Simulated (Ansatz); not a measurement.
# SiGeH3+ (triplet): wave-function methods side by side, cc-pVDZ

An exercise on one series of results from a longer session: the logs are not shown, and one member is left open.

Method: cc-pVDZ, core rule «outside noble gas», up to 19 orbitals frozen; program: Ansatz 0.2.0, Gaussian basis.

Plan: UHF; CCSD(T) on ROHF; CCSD(T) on UHF; BCCD(T) on ROHF; CISD; CCSDT(Q) on ROHF; CCSDT(Q) on UHF; CASSCF and NEVPT2, 10 electrons in 11 orbitals.

20 further runs of the same task are left out: 9 that didn't finish, 11 set aside as unsound or not needed.

**What is computed**

The geometry is a PBE0/def2-TZVP stationary point (not a proven minimum) of the parent state, kept for this charge and spin. No spin-orbit coupling is included. The filled d shell of Ge may be among the frozen orbitals whatever the setting's name suggests; the logs give the count.

5 atoms, charge 1, spin multiplicity 3.

Atoms are counted from 1 here; the program's logs count them from 0.

Bond lengths: Si1–Ge2 2.440 Å, Si1–H3 1.499 Å, Si1–H4 1.492 Å, Si1–H5 1.492 Å. Angles: Ge2–Si1–H3 101.6°, Ge2–Si1–H4 116.0°, Ge2–Si1–H5 116.0°, H3–Si1–H4 107.3°, H3–Si1–H5 107.3°, H4–Si1–H5 107.7°.

Geometry (Å):

| atom | x (Å) | y (Å) | z (Å) |
| --- | --- | --- | --- |
| Si1 | -0.0059 | 0.0000 | 1.6929 |
| Ge2 | -0.0015 | 0.0000 | -0.7474 |
| H3 | 1.4617 | 0.0000 | 1.9964 |
| H4 | -0.5952 | 1.2043 | 2.3467 |
| H5 | -0.5953 | -1.2043 | 2.3467 |

Set-up of the first run:

in.yaml

```yaml
crystal:
  periodic: [false, false, false]
  atoms:
    - {symbol: Si, position_ang: [-0.005941, 0.000000, 1.692878]}
    - {symbol: Ge, position_ang: [-0.001466, 0.000000, -0.747359]}
    - {symbol: H, position_ang: [1.461722, -0.000031, 1.996378]}
    - {symbol: H, position_ang: [-0.595235, 1.204279, 2.346671]}
    - {symbol: H, position_ang: [-0.595286, -1.204254, 2.346671]}
basis:
  gaussian: {orbitals: cc-pVDZ}
total_charge: 1
magnetization: {spin_polarized: true, initial_magnetization: 2}
hamiltonian: {xc: hf}
output: {orbitals: {seedname: orbitals}}
```

Run with:

```
> ansatz run in.yaml --threads 1 --pin off --events-out ev --progress --plain --max-ram 2393MiB
```

Steps of the session up to this table: UHF; CCSD(T) on ROHF; CCSD(T) on UHF; BCCD(T) on ROHF; CISD; CCSDT(Q) on ROHF; CCSDT(Q) on UHF; CASSCF and NEVPT2, 10 electrons in 11 orbitals.

One table of the session follows, with a row left open; its other results are not shown here.

It belongs to the step «Misses and costs». 

```
        method  from UCCSDT(Q) (meV)
          ROHF               +5075.5
           UHF               +4947.0
          RMP2               +1229.4
          UMP2               +1230.0
          CISD                +515.7
         RCCSD                     ?
         UCCSD                +154.1
      RCCSD(T)                 +45.2
      UCCSD(T)                 +36.0
       BCCD(T)                 +44.7
        RCCSDT                 +14.3
        UCCSDT                  +4.8
     RCCSDT(Q)                  +9.5
     UCCSDT(Q)                     0
CASSCF valence               +3098.6
NEVPT2 valence                +930.8
```

Estimate the missing values for RCCSD.

As computed: from UCCSDT(Q) (meV): +167.2. In the column «from UCCSDT(Q) (meV)» it lies between UCCSD (+154.1) and CISD (+515.7).

To keep in mind: Restricted and unrestricted rows rest on different reference determinants; where their highest levels disagree by more than a few hundredths of an eV, they describe different states and don't form one ladder.
